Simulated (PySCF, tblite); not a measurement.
# C3H9F2PSi2: geometry, infrared bands and NMR shifts

Wanted: the infrared bands and NMR shifts of C3H9F2PSi2 (`F[SiH2]P[SiH2][C@H]1C[C@H]1F`), by calculation.

Programs: tblite 0.8.0 and PySCF 2.14.0, with density-fitted response routines of our own. Each step states its level of theory. These are calculated values for one molecule in the gas phase, unless marked as measured. Atoms are numbered from 0 throughout.

## (1) The starting structure

17 atoms, charge 0, multiplicity 1; geometry from: force field or distance geometry start.

Bonds of the start (Å): F0–Si1 1.69, Si1–P2 2.20, P2–Si3 2.22, Si3–C4 1.85, C4–C5 1.51, C5–C6 1.51, C6–F7 1.38, C6–C4 1.50, Si1–H8 1.49, Si1–H9 1.48, P2–H10 1.46, Si3–H11 1.47, Si3–H12 1.46, C4–H13 1.12, C5–H14 1.10, C5–H15 1.11, C6–H16 1.10.

## (2) Optimising the geometry with GFN2-xTB

Job settings and geometry (Å):

```
{"job": {"kind": "relax", "xc": "GFN2-xTB", "basis": "xTB"}, "charge": 0, "multiplicity": 1}
F      4.469900     0.148800    -0.479300
Si     3.041700    -0.078400     0.394900
P      1.691900    -1.304900    -0.843600
Si    -0.339300    -1.280700     0.049600
C     -1.204900     0.221800    -0.593600
C     -2.629900     0.514200    -0.180600
C     -1.483300     1.256900     0.453300
F     -1.101500     0.909100     1.737000
H      3.406500    -0.788700     1.653100
H      2.451700     1.239600     0.712800
H      1.569000    -0.686000    -2.158200
H     -0.155100    -1.186500     1.504900
H     -1.119700    -2.477300    -0.268000
H     -0.973800     0.534300    -1.639900
H     -3.294500     1.040000    -0.882800
H     -3.104000    -0.335400     0.363000
H     -1.231700     2.285200     0.167400
```

The run is started by

```
OMP_NUM_THREADS=1 python probes_run.py task.json out
```

The driver reads the jobs from task.json and runs them one after another.

**Question.** This job is followed by: GFN2-xTB harmonic vibrations, gas phase; GIAO PBE0/pcSseg-1 NMR shielding, non-relativistic, gas phase. Predict these results of the whole session: strongest single infrared mode (GFN2-xTB); zero-point energy (GFN2-xTB); ¹³C shifts against TMS (PBE0/pcSseg-1); ¹H shifts against TMS (PBE0/pcSseg-1); ¹⁹F shifts against CFCl3 (PBE0/pcSseg-1); ²⁹Si shifts against TMS (PBE0/pcSseg-1); ³¹P shifts against H3PO4 (PBE0/pcSseg-1); surface potential, 1st and 99th percentile.

The runs gave:

```
                                 quantity                                                      value
strongest single infrared mode (GFN2-xTB)                                       688 cm⁻¹, 360 km/mol
             zero-point energy (GFN2-xTB)                                              67.9 kcal/mol
   ¹³C shifts against TMS (PBE0/pcSseg-1)                                        75.4, 12.7, 9.1 ppm
    ¹H shifts against TMS (PBE0/pcSseg-1)  5.94, 5.42, 4.71, 4.71, 4.03, 1.13, 0.80, 0.74, -0.07 ppm
 ¹⁹F shifts against CFCl3 (PBE0/pcSseg-1)                                         -217.8, -241.7 ppm
  ²⁹Si shifts against TMS (PBE0/pcSseg-1)                                            17.9, -50.4 ppm
 ³¹P shifts against H3PO4 (PBE0/pcSseg-1)                                                 -286.8 ppm
    surface potential, 1st and 99th percentile                                         -1.22 V and 1.26 V
```

The optimisation took 128 steps and gained 0.706 eV; among the close pairs (by a distance rule), F0–Si1 changed most, from 1.690 to 1.611 Å. No mode is imaginary among the 45: a minimum at this level. The strongest single mode, at 688 cm⁻¹, is spread over several atoms, H10, H9, H12 among them. GFN2-xTB is a fitted tight-binding method: band positions and strengths are rough. Its intensities can rank the bands wrongly. At PBE0/pcSseg-1: Shielding is most anisotropic at Si1 (span 164 ppm, paramagnetic term -546 ppm).
